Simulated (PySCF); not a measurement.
# Cl2HSi(SH): electronic excitations and core binding energies

Aim: predict the electronic excitations and core binding energies of Cl2HSi(SH) (`S[SiH](Cl)Cl`).

Computed with PySCF 2.14.0, with density-fitted response routines of our own, on a single molecule in the gas phase. Atoms count from 0, in the outputs and in this text.

### 1 The starting structure

6 atoms, charge 0, multiplicity 1; geometry from: GFN2-xTB.

Bonds of the start (Å): S0–Si1 2.15, Si1–Cl2 2.00, Si1–Cl3 2.02, S0–H4 1.33, Si1–H5 1.45.

### 2 TDDFT and polarisability: wB97X-D/def2-SVPD

What the job is given:

```
{"job": {"kind": "uv", "xc": "wB97X-D", "basis": "def2-SVPD", "nstates": 8, "ntriplets": 3}, "charge": 0, "multiplicity": 1}
S      1.377996    -0.916280    -0.461077
Si    -0.476406    -0.008110     0.150884
Cl    -1.967000    -1.048408    -0.688018
Cl    -0.521957     1.921292    -0.429774
H      2.152598     0.124620    -0.191260
H     -0.562109    -0.071123     1.597670
```

Level: TDDFT wB97X-D/def2-SVPD, vertical, gas phase, core orbitals frozen in the response.

Standard output:

```text
coarse grid: 7736 points
cycle   1  E = -1608.6840235295  dE =  3.785e-01  |g| = 4.045e-01  |ddm| = 2.912e+00
cycle   2  E = -1608.7033679624  dE = -1.934e-02  |g| = 3.533e-01  |ddm| = 1.352e+00
cycle   3  E = -1608.7392468835  dE = -3.588e-02  |g| = 2.213e-02  |ddm| = 5.896e-01
cycle   4  E = -1608.7394415069  dE = -1.946e-04  |g| = 8.966e-03  |ddm| = 7.468e-02
cycle   5  E = -1608.7394742026  dE = -3.270e-05  |g| = 1.995e-03  |ddm| = 1.882e-02
cycle   6  E = -1608.7394761898  dE = -1.987e-06  |g| = 4.886e-04  |ddm| = 5.833e-03
final grid: 57912 points
cycle   7  E = -1608.9170387073  dE = -5.171e-05  |g| = 5.196e-03  |ddm| = 5.833e-02
cycle   8  E = -1608.9170424403  dE = -3.733e-06  |g| = 3.257e-03  |ddm| = 1.432e-02
cycle   9  E = -1608.9170450963  dE = -2.656e-06  |g| = 4.887e-04  |ddm| = 5.385e-03
cycle  10  E = -1608.9170451763  dE = -8.002e-08  |g| = 1.526e-04  |ddm| = 1.045e-03
cycle  11  E = -1608.9170451863  dE = -9.964e-09  |g| = 2.261e-05  |ddm| = 4.337e-04
cycle  12  E = -1608.9170451866  dE = -3.295e-10  |g| = 8.872e-06  |ddm| = 7.579e-05
converged SCF energy = -1608.9170451866

Static polarisability (au): isotropic 71.480, principal 60.895 74.227 79.317

Singlet excitations
state   eV       nm        f      main configurations
  1   6.1703    200.9   0.00199   H->L 0.69, H->L+1 0.19
  2   6.7008    185.0   0.02589   H->L+1 0.65, H->L 0.13, H->L+3 0.12
  3   7.0678    175.4   0.02138   H->L+2 0.64, H->L+3 0.20
  4   7.4914    165.5   0.01336   H->L+3 0.35, H-1->L 0.17, H->L+2 0.17
  5   7.8703    157.5   0.01429   H-1->L+1 0.39, H-1->L 0.27
  6   8.0435    154.1   0.02188   H-1->L+1 0.27, H-1->L+2 0.26, H-1->L 0.15
  7   8.1545    152.0   0.07351   H->L+4 0.49, H-1->L 0.10, H-1->L+2 0.09
  8   8.3936    147.7   0.08989   H-2->L 0.37, H-1->L+2 0.22

Triplet excitations (Tamm-Dancoff, eV): 5.8349 6.2414 6.9210
```

It took 6.7 s on 1 thread, shared host.

The orbitals next to the gap, with their largest atomic shares:

```
orbital      eV                        atoms
 HOMO−3  -11.92  Cl2 64 %, Cl3 18 %, Si1 9 %
 HOMO−2  -11.61           Cl3 54 %, Cl2 39 %
 HOMO−1  -11.00  S0 37 %, Cl3 27 %, Si1 13 %
   HOMO   -9.80     S0 78 %, Si1 9 %, H4 7 %
   LUMO    1.45  S0 36 %, Cl3 25 %, Si1 21 %
 LUMO+1    1.53  S0 28 %, Cl2 25 %, Si1 24 %
 LUMO+2    1.80  S0 30 %, Si1 21 %, Cl2 19 %
```

With each of the 8 states as a Gaussian band of 0.4 eV half-width at 1/e, the curve within the window shown has maxima at 180 nm (ε 1,600), 151 nm (ε 6,900) L/(mol cm). Beyond the last state computed it falls off for lack of states. The curve at chosen wavelengths:

nm, ε (L/mol/cm) and a bar:
```
      143       2629 ############
      146       4912 ######################
      149       6623 #############################
      152       6827 ##############################
      156       5097 ######################
      159       3429 ###############
      162       2191 ##########
      165       1529 #######
      168       1299 ######
      171       1315 ######
      175       1475 ######
      178       1581 #######
      181       1607 #######
      184       1524 #######
      187       1335 ######
      190       1076 #####
      194        716 ###
      197        490 ##
      200        323 #
      203        209 #
      206        135 #
      209         88 
      213         49 
      216         30 
      219         18 
      222         11
```

Further results of this job:

```
           property  computed
  dipole moment (D)      1.14
polarisability (Å³)     10.59
 HOMO–LUMO gap (eV)     11.25
      −ε(HOMO) (eV)      9.80
```

### 3 X-ray photoelectron lines: SCAN, X2C

The job, as its differences from that of step 2:

```diff
@@ -1,2 +1,2 @@
-{"job": {"kind": "uv", "xc": "wB97X-D", "basis": "def2-SVPD", "nstates": 8, "ntriplets": 3}, "charge": 0, "multiplicity": 1}
+{"job": {"kind": "xps"}, "charge": 0, "multiplicity": 1}
 S      1.377996    -0.916280    -0.461077
```

With the program's defaults for keys left out, this is: delta-SCF UKS SCAN, pcX-2 on the ionised atom, pcseg-1 elsewhere, spin-free X2C.

Standard output:

```text
ground state, core basis on atom 0 (S), 124 functions
  cycle   1  E = -1613.62760606  |g| = 3.51e-01
  cycle   2  E = -1613.60170241  |g| = 4.57e-01
  cycle   3  E = -1613.66243697  |g| = 6.38e-02
  cycle   4  E = -1613.66352564  |g| = 2.14e-02
  cycle   5  E = -1613.66364861  |g| = 4.42e-03
  cycle   6  E = -1613.66365274  |g| = 1.12e-03
  cycle   7  E = -1613.66365318  |g| = 2.20e-04
  E(ground) = -1613.70386487 Eh
hole in S 1s of atom 0
  cycle   1  E = -1521.40880273  |g| = 5.08e+00
  cycle   2  E = -1519.90641471  |g| = 2.53e+00
  cycle   3  E = -1515.61331107  |g| = 2.57e+00
  cycle   4  E = -1522.50409144  |g| = 4.23e-01
  cycle   5  E = -1522.47352805  |g| = 4.96e-01
  cycle   6  E = -1522.62193617  |g| = 3.81e-02
  cycle   7  E = -1522.62254541  |g| = 2.15e-02
  cycle   8  E = -1522.62278555  |g| = 4.73e-03
  cycle   9  E = -1522.62279786  |g| = 9.66e-04
  cycle  10  E = -1522.62279739  |g| = 4.23e-04
  E(ion) = -1522.65388094 Eh   <S^2> = 0.7514   hole on atom = 1.000   binding energy = 2477.596 eV
hole in S 2p of atom 0
  cycle   1  E = -1606.96729818  |g| = 1.52e+00
  cycle   2  E = -1606.71629601  |g| = 1.35e+00
  cycle   3  E = -1607.32639316  |g| = 3.45e-01
  cycle   4  E = -1607.39565966  |g| = 1.33e-01
  cycle   5  E = -1607.40414238  |g| = 6.37e-02
  cycle   6  E = -1607.40654405  |g| = 1.45e-02
  cycle   7  E = -1607.40665098  |g| = 4.45e-03
  cycle   8  E = -1607.40666239  |g| = 1.25e-03
  cycle   9  E = -1607.40666074  |g| = 7.36e-04
  cycle  10  E = -1607.40666173  |g| = 2.02e-04
  E(ion) = -1607.45361224 Eh   <S^2> = 0.7530   hole on atom = 1.001   binding energy = 170.078 eV
  2p3/2 = 169.823 eV   2p1/2 = 171.068 eV
ground state, core basis on atom 1 (Si), 124 functions
  cycle   1  E = -1613.61880034  |g| = 2.91e-01
  cycle   2  E = -1613.61849410  |g| = 6.33e-02
  cycle   3  E = -1613.61798249  |g| = 7.01e-02
  cycle   4  E = -1613.61930376  |g| = 9.04e-03
  cycle   5  E = -1613.61932810  |g| = 2.03e-03
  cycle   6  E = -1613.61933042  |g| = 2.31e-04
  E(ground) = -1613.63276802 Eh
hole in Si 1s of atom 1
  cycle   1  E = -1544.59573913  |g| = 4.35e+00
  cycle   2  E = -1543.81232359  |g| = 2.57e+00
  cycle   3  E = -1544.37820113  |g| = 1.35e+00
  cycle   4  E = -1545.55570609  |g| = 4.19e-01
  cycle   5  E = -1545.65868335  |g| = 5.86e-02
  cycle   6  E = -1545.65963629  |g| = 2.29e-02
  cycle   7  E = -1545.65988927  |g| = 1.21e-02
  cycle   8  E = -1545.65999498  |g| = 2.68e-03
  cycle   9  E = -1545.65999708  |g| = 1.20e-03
  cycle  10  E = -1545.65999976  |g| = 4.76e-04
  E(ion) = -1545.67863460 Eh   <S^2> = 0.7524   hole on atom = 1.000   binding energy = 1849.126 eV
hole in Si 2p of atom 1
  cycle   1  E = -1609.26305371  |g| = 1.25e+00
  cycle   2  E = -1608.49615234  |g| = 1.60e+00
  cycle   3  E = -1609.42952631  |g| = 5.09e-01
  cycle   4  E = -1609.58751222  |g| = 1.22e-01
  cycle   5  E = -1609.59597174  |g| = 2.33e-02
  cycle   6  E = -1609.59616984  |g| = 1.46e-02
  cycle   7  E = -1609.59633099  |g| = 2.51e-03
  cycle   8  E = -1609.59633313  |g| = 6.96e-04
  cycle   9  E = -1609.59633380  |g| = 3.19e-04
  E(ion) = -1609.61842152 Eh   <S^2> = 0.7521   hole on atom = 1.003   binding energy = 109.236 eV
  2p3/2 = 109.073 eV   2p1/2 = 109.700 eV
ground state, core basis on atom 2 (Cl), 124 functions
  cycle   1  E = -1613.70318655  |g| = 4.85e-01
  cycle   2  E = -1613.70314766  |g| = 5.27e-02
  cycle   3  E = -1613.70265104  |g| = 6.00e-02
  cycle   4  E = -1613.70364407  |g| = 1.13e-02
  cycle   5  E = -1613.70367731  |g| = 2.12e-03
  cycle   6  E = -1613.70367688  |g| = 2.31e-04
  E(ground) = -1613.74133106 Eh
hole in Cl 1s of atom 2
  cycle   1  E = -1508.47614240  |g| = 5.47e+00
  cycle   2  E = -1508.15709649  |g| = 2.39e+00
  cycle   3  E = -1508.52966342  |g| = 1.40e+00
  cycle   4  E = -1509.70935280  |g| = 1.54e-01
  cycle   5  E = -1509.71667418  |g| = 6.51e-02
  cycle   6  E = -1509.71873843  |g| = 3.14e-02
  cycle   7  E = -1509.71931732  |g| = 1.12e-02
  cycle   8  E = -1509.71938934  |g| = 2.56e-03
  cycle   9  E = -1509.71939230  |g| = 5.72e-04
  cycle  10  E = -1509.71939491  |g| = 2.36e-04
  E(ion) = -1509.76472409 Eh   <S^2> = 0.7520   hole on atom = 1.000   binding energy = 2829.348 eV
hole in Cl 2p of atom 2
  cycle   1  E = -1605.61203850  |g| = 1.70e+00
  cycle   2  E = -1605.02123433  |g| = 1.54e+00
  cycle   3  E = -1605.88387736  |g| = 5.02e-01
  cycle   4  E = -1606.05551182  |g| = 1.77e-01
  cycle   5  E = -1606.07192917  |g| = 7.74e-02
  cycle   6  E = -1606.07520786  |g| = 1.68e-02
  cycle   7  E = -1606.07534690  |g| = 6.28e-03
  cycle   8  E = -1606.07536524  |g| = 2.25e-03
  cycle   9  E = -1606.07536873  |g| = 4.30e-04
  E(ion) = -1606.12117336 Eh   <S^2> = 0.7518   hole on atom = 1.001   binding energy = 207.355 eV
  2p3/2 = 206.768 eV   2p1/2 = 208.422 eV
```

Wall time 11 s (1 thread, shared host).

The holes in one table. −ε is the ground-state orbital energy:

```
       hole  stands for                   environment  ΔSCF (eV; 2p as the shell's mean)  −ε (eV)   ⟨S²⟩
  S1s on S0          S0        sulfur bonded to Si, H                            2477.60   2415.4  0.751
  S2p on S0          S0        sulfur bonded to Si, H                             170.24    158.5  0.753
Si1s on Si1         Si1  silicon bonded to 2 Cl, S, H                            1849.13   1796.0  0.752
Si2p on Si1         Si1  silicon bonded to 2 Cl, S, H                             109.28     98.7  0.752
Cl1s on Cl2    Cl2, Cl3         chlorine bonded to Si                            2829.35   2764.3  0.752
Cl2p on Cl2    Cl2, Cl3         chlorine bonded to Si                             207.32    194.2  0.752
```

Each hole run stands for the others of its class of like atoms.

With the spin-orbit splitting: S0 2p3/2 169.82, 2p1/2 171.07 eV; Si1 2p3/2 109.07, 2p1/2 109.70 eV; Cl2 2p3/2 206.77, 2p1/2 208.42 eV. The table gives each 2p level as the mean over the whole 2p shell (two parts 2p3/2, one part 2p1/2), which differs a little from the single hole in the log.

### 4 What came out

| quantity | value |
| --- | --- |
| lowest singlet (wB97X-D/def2-SVPD) | 6.17 eV (201 nm), f = 0.002 |
| brightest single state of those computed | state 8, 8.39 eV, f = 0.090 |
| lowest triplet | 5.83 eV |
| S1s binding energies, SCAN/pcX-2 | S0 2477.60 eV |
| S2p binding energies, SCAN/pcX-2 | S0 170.24 eV |
| Si1s binding energies, SCAN/pcX-2 | Si1 1849.13 eV |
| Si2p binding energies, SCAN/pcX-2 | Si1 109.28 eV |
| Cl1s binding energies, SCAN/pcX-2 | Cl2 2829.35 eV |
| Cl2p binding energies, SCAN/pcX-2 | Cl2 207.32 eV |

In words: The first singlet state (HOMO→LUMO 0.69, HOMO→LUMO+1 0.19) lies at 6.17 eV and is weak; of the 8 states computed, the strongest absorption comes from state 8 at 8.39 eV (the last computed, so partners may be missing). The lowest triplet lies 0.34 eV below the lowest singlet (triplets in Tamm-Dancoff, singlets in full TDDFT).
